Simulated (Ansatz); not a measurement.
# ClGeH4: the cost of one run

Program: Ansatz 0.2.0. Level of theory: UKS r2SCAN-D4/def2-mTZVP. These are calculated values, not measurements.

### 1 The system as given

Bond lengths: Ge1–Cl2 2.470 Å, Ge1–H3 1.550 Å, Ge1–H4 1.549 Å, Ge1–H5 1.549 Å. Angles: Cl2–Ge1–H3 109.5°, Cl2–Ge1–H4 109.5°, Cl2–Ge1–H5 109.5°, H3–Ge1–H4 109.5°, H3–Ge1–H5 109.5°, H4–Ge1–H5 109.5°.

Structure file:

```xyz
6

Ge    0.0000    0.0000    0.0000
Cl    0.0000    0.0000    2.4700
H     1.4616    0.0000   -0.5162
H    -0.7300    1.2648   -0.5162
H    -0.7300   -1.2648   -0.5162
H     0.0000    0.0000    4.1400
```

### 2 A restrained relaxation towards end A

Springs on the bonds that form and break draw the guess towards this end; the thresholds are loose.

Input file input.yaml:

```yaml
crystal:
  periodic: [false, false, false]
  atoms:
    - { symbol: Ge, position_ang: [0.0, 0.0, 0.0] }
    - { symbol: Cl, position_ang: [0.0, 0.0, 2.47] }
    - { symbol: H, position_ang: [1.4616, 0.0, -0.5162] }
    - { symbol: H, position_ang: [-0.73, 1.2648, -0.5162] }
    - { symbol: H, position_ang: [-0.73, -1.2648, -0.5162] }
    - { symbol: H, position_ang: [0.0, 0.0, 4.14] }
magnetization:
  spin_polarized: true
  initial_magnetization: 1
basis:
  gaussian: { orbitals: def2-mTZVP }
hamiltonian:
  xc: r2scan
  dispersion: d4
relax:
  f_tol: 0.15
  max_steps: 25
  restrain:
    - { distance: [1, 5], at: 2.57, k: 30.0 }
    - { distance: [0, 1], at: 2.22, k: 30.0 }
```

Run with:

```sh
$ ansatz run input.yaml --threads 4 --pin off --max-ram 5120MiB --backend cpu --events-out ev --progress --plain --runs-dir out
```

What time and memory should one allow on 4 threads of Arm Neoverse V2, shared host?

About 7.8 s, with a peak of 0.17 GiB.
